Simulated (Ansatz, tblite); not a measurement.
# Cu(PH3)(SH) (CuH4PS): a ladder of methods and basis sets

Aim: run the singlet of Cu(PH3)(SH) (CuH4PS) at one geometry on many levels, and compare frontier levels, spin and run time.

Method: as each input shows; program: Ansatz 0.2.0, Gaussian basis.

Plan: GFN1-xTB, GFN2-xTB, PBE-D4/def2-TZVP, r2SCAN-D4/def2-TZVP, HF/def2-TZVP, PBE-QIDH/def2-TZVP, ωB97M-V/def2-TZVP, LDA/def2-TZVP, B97M-V/def2-TZVP, r2SCANh-D4/def2-TZVP, B2PLYP/def2-TZVP, PBE-D4/def2-SVP, PBE0-D4/def2-SVP, HF/STO-3G, HF/6-31G, B3LYP-D4/6-31G, CCSD(T)/def2-TZVPP, MP2/def2-TZVP, RPA/def2-TZVP.

### Step 1. The structure

The geometry is that of the singlet, from an earlier relaxation (PBE-D4/def2-TZVP).

7 atoms, charge 0, spin multiplicity 1.

Bond lengths: Cu1–P2 2.164 Å, Cu1–S6 2.136 Å, P2–H3 1.423 Å, P2–H4 1.422 Å, P2–H5 1.423 Å, S6–H7 1.357 Å. Angles: P2–Cu1–S6 178.1°, Cu1–P2–H3 120.4°, Cu1–P2–H4 118.8°, Cu1–P2–H5 120.3°, H3–P2–H4 97.5°, H3–P2–H5 97.2°, H4–P2–H5 97.5°, Cu1–S6–H7 93.1°.

Formally the metal is d10. No spin-orbit coupling is included.

PBE0-D4/def2-TZVP was run before; its log isn't repeated, and its numbers join the tables.

### Step 2. GFN1-xTB

Tight binding, by tblite at 300 K electronic temperature and without a spin-polarisation term:

```python
tblite.interface.Calculator('GFN1-xTB', numbers, positions, charge=0, uhf=0).singlepoint()
```

Energy -354.1983 eV, HOMO -9.87 eV, LUMO -6.79 eV; 0.004 s.

### Step 3. GFN2-xTB

Tight binding, by tblite at 300 K electronic temperature and without a spin-polarisation term:

```python
tblite.interface.Calculator('GFN2-xTB', numbers, positions, charge=0, uhf=0).singlepoint()
```

Energy -318.3732 eV, HOMO -8.85 eV, LUMO -6.88 eV; 0.003 s.

### Step 4. PBE-D4/def2-TZVP

start.molden holds the orbitals of an earlier run on this state, given as this run's starting guess.

Input file in.yaml:

```yaml
crystal:
  periodic: [false, false, false]
  atoms:
    - {symbol: Cu, position_ang: [0.159206, 0.076364, -0.911747]}
    - {symbol: P, position_ang: [0.149041, 0.052254, 1.252443]}
    - {symbol: H, position_ang: [-0.855985, 0.754026, 1.974745]}
    - {symbol: H, position_ang: [1.274341, 0.572056, 1.948864]}
    - {symbol: H, position_ang: [0.048997, -1.179883, 1.957005]}
    - {symbol: S, position_ang: [0.236186, 0.120808, -3.046198]}
    - {symbol: H, position_ang: [-1.011776, -0.395634, -3.175113]}
basis:
  gaussian: {orbitals: def2-TZVP, initial_orbitals: start.molden}
hamiltonian: {xc: pbe, dispersion: d4}
scf: {omitted_lower_state_checks: [starts]}
output: {orbitals: {seedname: orbitals}}
```

The run is started by

```
$ ansatz run in.yaml --threads 4 --pin off --events-out ev --progress --plain --max-ram 3916MiB
```

Further steps of the session: r2SCAN-D4/def2-TZVP; HF/def2-TZVP; PBE-QIDH/def2-TZVP; ωB97M-V/def2-TZVP; LDA/def2-TZVP; B97M-V/def2-TZVP; r2SCANh-D4/def2-TZVP; B2PLYP/def2-TZVP; PBE-D4/def2-SVP; PBE0-D4/def2-SVP; HF/STO-3G; HF/6-31G; B3LYP-D4/6-31G; CCSD(T)/def2-TZVPP; MP2/def2-TZVP; RPA/def2-TZVP.

Q: Predict the results of all the runs planned. Wanted: gap in def2-TZVP, named functionals and Hartree-Fock, smallest and largest; correlation energy, CCSD(T)/def2-TZVPP; correlation energy, MP2/def2-TZVP; binding an atom, CCSD(T)/def2-TZVPP; PBE0 total energy, smallest basis above largest.

As calculated:

| quantity | value |
| --- | --- |
| gap in def2-TZVP, named functionals and Hartree-Fock, smallest and largest | 3.02 eV (LDA), 10.09 eV (HF) |
| correlation energy, CCSD(T)/def2-TZVPP | -24.47 eV |
| correlation energy, MP2/def2-TZVP | -21.71 eV |
| binding an atom, CCSD(T)/def2-TZVPP | 2.584 eV |
| PBE0 total energy, smallest basis above largest | 13.79 eV (def2-SVP, def2-TZVP) |

**Reading.** Over the named functionals and Hartree-Fock in def2-TZVP the gap runs from 3.02 eV (LDA) to 10.09 eV (HF); exact exchange widens it. A small miss in a minimal or small basis is a cancelling of errors, not accuracy. The functionals in def2-TZVP miss CCSD(T)/def2-TZVPP by +0.045 (PBE0-D4) to +0.504 eV (LDA) an atom. The reference is CCSD(T) in one finite basis, so it carries an error of its own, often a tenth of an eV or more, and near misses can't be ranked.
